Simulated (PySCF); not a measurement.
# BFH2O2: electronic excitations

Aim: predict the electronic excitations of BFH2O2 (`OB(O)F`).

Computed with PySCF 2.14.0, with density-fitted response routines of our own, on a single molecule in the gas phase. Atoms count from 0, in the outputs and in this text.

### 1 The molecule as given

6 atoms, charge 0, multiplicity 1; geometry from: GFN2-xTB.

Bonds of the start (Å): O0–B1 1.34, B1–O2 1.35, B1–F3 1.34, O0–H4 0.96, O2–H5 0.96.

### 2 TDDFT and polarisability: CAM-B3LYP/def2-SVPD

What the job is given:

```
{"job": {"kind": "uv", "xc": "CAM-B3LYP", "basis": "def2-SVPD", "nstates": 8, "ntriplets": 3}, "charge": 0, "multiplicity": 1}
O      1.350396     0.189958    -0.008282
B      0.019529     0.299838     0.003905
O     -0.809631    -0.759404    -0.015608
F     -0.496233     1.535427     0.035498
H      1.683983    -0.705945    -0.032231
H     -1.744921    -0.557884    -0.004856
```

Level: TDDFT CAM-B3LYP/def2-SVPD, vertical, gas phase, core orbitals frozen in the response.

Started as:

```bash
> OMP_NUM_THREADS=1 python probes_run.py task.json out
```

One launch serves the whole session: the jobs run in the order shown.

Log:

```text
coarse grid: 5584 points
cycle   1  E = -276.0626778046  dE =  5.681e-01  |g| = 8.736e-01  |ddm| = 2.922e+00
cycle   2  E = -276.0302197883  dE =  3.246e-02  |g| = 1.013e+00  |ddm| = 1.571e+00
cycle   3  E = -276.2027423612  dE = -1.725e-01  |g| = 3.715e-02  |ddm| = 7.750e-01
cycle   4  E = -276.2029714844  dE = -2.291e-04  |g| = 1.944e-02  |ddm| = 4.770e-02
cycle   5  E = -276.2030248522  dE = -5.337e-05  |g| = 8.620e-03  |ddm| = 1.759e-02
cycle   6  E = -276.2030371929  dE = -1.234e-05  |g| = 6.935e-04  |ddm| = 6.441e-03
cycle   7  E = -276.2030373233  dE = -1.303e-07  |g| = 1.204e-04  |ddm| = 1.087e-03
final grid: 55976 points
cycle   8  E = -276.2526577254  dE = -3.383e-05  |g| = 1.915e-03  |ddm| = 2.995e-02
cycle   9  E = -276.2526579848  dE = -2.594e-07  |g| = 1.785e-03  |ddm| = 3.366e-03
cycle  10  E = -276.2526584761  dE = -4.913e-07  |g| = 2.534e-04  |ddm| = 1.367e-03
cycle  11  E = -276.2526584901  dE = -1.399e-08  |g| = 5.529e-05  |ddm| = 2.780e-04
cycle  12  E = -276.2526584906  dE = -5.199e-10  |g| = 2.670e-05  |ddm| = 6.133e-05
converged SCF energy = -276.2526584906

Static polarisability (au): isotropic 23.379, principal 18.978 24.182 26.975

Singlet excitations
state   eV       nm        f      main configurations
  1   8.3992    147.6   0.00000   H->L 0.92
  2   9.2258    134.4   0.05098   H->L+1 0.52, H-2->L 0.42
  3   9.3291    132.9   0.01510   H-1->L 0.89
  4   9.7681    126.9   0.06055   H-3->L 0.78, H-1->L+1 0.11
  5  10.0595    123.3   0.00187   H-2->L 0.52, H->L+1 0.40
  6  10.5831    117.2   0.00063   H->L+2 0.46, H-2->L+1 0.33, H->L+4 0.09
  7  10.7013    115.9   0.03136   H-1->L+1 0.67, H-3->L 0.09
  8  10.8388    114.4   0.11415   H->L+5 0.62, H-4->L 0.11, H-1->L+2 0.10

Triplet excitations (Tamm-Dancoff, eV): 8.1301 8.8626 9.0480
```

It took 10 s on 1 thread of Arm Neoverse N1, shared host; peak memory 0.42 GiB.

Frontier orbitals and where they lie:

| orbital | eV | atoms |
| --- | --- | --- |
| HOMO−3 | -12.84 | O0 64 %, O2 11 %, B1 11 % |
| HOMO−2 | -12.58 | O2 31 %, F3 30 %, O0 25 % |
| HOMO−1 | -12.38 | O2 52 %, F3 26 %, O0 14 % |
| HOMO | -11.47 | O0 46 %, O2 40 %, B1 8 % |
| LUMO | 0.36 | B1 59 %, O2 11 %, O0 10 % |
| LUMO+1 | 1.57 | O2 38 %, O0 24 %, H5 16 % |
| LUMO+2 | 2.50 | O2 25 %, O0 24 %, F3 19 % |

With each of the 8 states as a Gaussian band of 0.4 eV half-width at 1/e, the curve within the window shown has maxima at 131 nm (ε 3,400), 114 nm (ε 5,800) L/(mol cm). Beyond the last state computed it falls off for lack of states. The curve at chosen wavelengths:

nm, ε (L/mol/cm) and a bar:
```
      111       3021 ################
      113       5219 ############################
      115       5691 ##############################
      117       4157 ######################
      119       2299 ############
      120       1732 #########
      122       1536 ########
      124       2154 ###########
      126       2859 ###############
      128       3249 #################
      130       3372 ##################
      132       3333 ##################
      134       3046 ################
      135       2778 ###############
      137       2053 ###########
      139       1279 #######
      141        671 ####
      143        299 ##
      145        114 #
      147         38 
      149         11 
      150          6 
      152          1 
      154          0 
      156          0 
      158          0
```

Ground-state properties from the same run:

```csv
property,computed
dipole moment (D),2.00
polarisability (Å³),3.46
HOMO–LUMO gap (eV),11.82
−ε(HOMO) (eV),11.47
```

### 3 Outcome

```
                                quantity                         value
    lowest singlet (CAM-B3LYP/def2-SVPD)   8.40 eV (148 nm), f = 0.000
brightest single state of those computed  state 8, 10.84 eV, f = 0.114
                          lowest triplet                       8.13 eV
```

In words: The lowest singlet, at 8.40 eV, is HOMO→LUMO 0.92 and is dark; of the 8 states computed, the strongest absorption comes from state 8 at 10.84 eV (the last computed, so partners may be missing). The lowest triplet lies 0.27 eV below the lowest singlet (triplets in Tamm-Dancoff, singlets in full TDDFT).
